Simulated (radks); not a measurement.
# Excited configurations of V³⁺

The task here is to estimate one member of a computed series from the others.

Method: non-relativistic Kohn-Sham, PBEsol, spin-unpolarised, spherical densities, point nucleus. Code: radks (a radial shooting solver on a logarithmic mesh, Libxc functionals) version 1.

## The atom as given

- element: vanadium (Z = 23)
- charge: +3
- electrons: 20
- configuration: [Ar] 3d2

The outer shells:

V³⁺
```
[Ar] core
3d [↑ ][↑ ][  ][  ][  ]
```

The first run:

Settings of this run:

```text
Z 23
configuration [Ar] 3d2
relativity non-relativistic
functional pbe_sol,pbe_sol
spin unpolarised
nucleus point
```

Among the steps run: Ground configuration: [Ar] 3d2.

One of the session's tables, all rows but one given; the rest of the session is left out.

It belongs to the step «Ground configuration: [Ar] 3d2». Radial moments (bohr):

| level | <r> | outermost maximum (interpolated) | 90 % within | nodes |
| --- | --- | --- | --- | --- |
| 1s | 0.06710 | 0.0441 | 0.120 | 0 |
| 2s | 0.3113 | 0.258 | 0.483 | 1 |
| 2p | ? | ? | ? | ? |
| 3s | 0.9450 | 0.823 | 1.41 | 2 |
| 3p | 0.9962 | 0.841 | 1.52 | 1 |
| 3d | 1.172 | 0.850 | 1.94 | 0 |

Estimate the missing values for 2p.

The run gave: <r>: 0.2753; outermost maximum (interpolated): 0.209; 90 % within: 0.452; nodes: 0. In the column «<r>» it lies between 1s (0.06710) and 2s (0.3113).

Caveats from the session: Spin polarisation and multiplet splitting are left out, so open shells lie too high by an amount that depends on their filling.
